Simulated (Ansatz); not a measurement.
# AlF2H4N: the cost of one run

All numbers below are computed with Ansatz 0.2.0 (RKS PBE-D4/def2-mTZVP).

## (1) Starting point

Bond lengths: Al1–N2 2.270 Å, N2–H3 1.060 Å, N2–H4 1.060 Å, Al1–F5 1.690 Å, Al1–F6 1.690 Å. Angles: Al1–N2–H3 120.0°, Al1–N2–H4 120.0°, H3–N2–H4 120.0°, N2–Al1–F5 120.0°, N2–Al1–F6 120.0°, F5–Al1–F6 120.0°.

Coordinates:

```xyz
8

Al    0.0000    0.0000    0.0000
N     0.0000    0.0000    2.2700
H    -0.8770   -0.2713    2.8000
H     0.8770    0.2713    2.8000
F     1.4635    0.0000   -0.8450
F    -1.4635    0.0000   -0.8450
H    -0.2326    1.7497    0.5865
H    -0.1826    1.3735    1.5699
```

## (2) A restrained relaxation towards end A

Springs on the bonds that form and break draw the guess towards this end; the thresholds are loose.

File input.yaml:

```yaml
crystal:
  periodic: [false, false, false]
  atoms:
    - { symbol: Al, position_ang: [0.0, 0.0, 0.0] }
    - { symbol: "N", position_ang: [0.0, 0.0, 2.27] }
    - { symbol: H, position_ang: [-0.877, -0.2713, 2.8] }
    - { symbol: H, position_ang: [0.877, 0.2713, 2.8] }
    - { symbol: F, position_ang: [1.4635, 0.0, -0.845] }
    - { symbol: F, position_ang: [-1.4635, 0.0, -0.845] }
    - { symbol: H, position_ang: [-0.2326, 1.7497, 0.5865] }
    - { symbol: H, position_ang: [-0.1826, 1.3735, 1.5699] }
basis:
  gaussian: { orbitals: def2-mTZVP }
hamiltonian:
  xc: pbe
  dispersion: d4
relax:
  f_tol: 0.15
  max_steps: 25
  restrain:
    - { distance: [0, 6], at: 2.76, k: 30.0 }
    - { distance: [7, 1], at: 2.26, k: 30.0 }
    - { distance: [0, 1], at: 1.92, k: 30.0 }
    - { distance: [7, 6], at: 0.66, k: 30.0 }
```

On the command line:

```sh
ansatz run input.yaml --threads 2 --pin off --max-ram 3072MiB --backend cpu --events-out ev --progress --plain --runs-dir out
```

Q: Estimate wall time and peak memory on 2 threads of Arm Neoverse V2, shared host.

About 14 s, with a peak of 0.15 GiB.
